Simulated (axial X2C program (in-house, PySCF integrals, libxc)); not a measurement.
# Linear BrCoBr at several levels

The task here is to estimate one member of a computed series from the others.

Program: an in-house X2C program for linear molecules on PySCF integrals. Level of theory: all-electron X2C, two-component (2c) or spin-free, Br dyall-av3z, Co dyall-v3z. These are calculated values, not measurements.

All values are calculated.

2 further runs of the same task are left out: 2 set aside as unsound or not needed.

The first run:

Input file task.json:

```json
{"zs": [35, 27, 35], "q": 0, "bas": ["dyall-av3z", "dyall-v3z", "dyall-av3z"], "r0": [2.25, 2.25], "symm": 1, "scan": ["PBE0", "HF", "r2SCAN"], "levels": ["PBE0", "HF", "PBE"], "nst": 2}
```

Keys: zs atomic numbers; q charge; bas basis sets; r0 starting distance in Å; symm equal bonds; scan levels of the two-bond scan (MP2 follows by itself at each HF point); levels methods; nst determinants followed.

Started as:

```console
$ python solin.py task.json out
```

Masses Br 78.918, Co 58.933, Br 78.918 u.

Steps of the session up to this table: Scan at PBE0, 2c; Scan at HF, 2c; Scan at r2SCAN, 2c.

One of the session's tables, all rows but one given; the rest of the session is left out.

| level | r(Br–Co) (Å) | r(Co–Br) (Å) | lower stretch (cm⁻¹) | upper stretch (cm⁻¹) |
| --- | --- | --- | --- | --- |
| PBE0, 2c | 2.217 | 2.217 | 219.2 | 412.1 |
| HF, 2c | ? | ? | ? | ? |
| r2SCAN, 2c | 2.201 | 2.201 | 222.6 | 416.2 |
| MP2, 2c | 2.233 | 2.233 | 219.2 | 419.0 |
| PBE0, spin-free | 2.217 | 2.217 | 219.7 | 412.8 |
| HF, spin-free | 2.313 | 2.313 | 204.2 | 384.0 |
| r2SCAN, spin-free | 2.200 | 2.200 | 223.0 | 416.9 |
| MP2, spin-free | 2.232 | 2.232 | 219.6 | 419.6 |

Q: Estimate the row for HF, 2c from the others.

The run gave: r(Br–Co) (Å): 2.314; r(Co–Br) (Å): 2.314; lower stretch (cm⁻¹): 203.6; upper stretch (cm⁻¹): 383.1. In the column «r(Br–Co) (Å)» it is the highest.

Scans not shown above were run alike.

To keep in mind: The molecule was held linear; bending was not examined, so a bent shape may lie lower. Note: functional without a current term on a determinant with orbital currents, of the molecule or an atom.
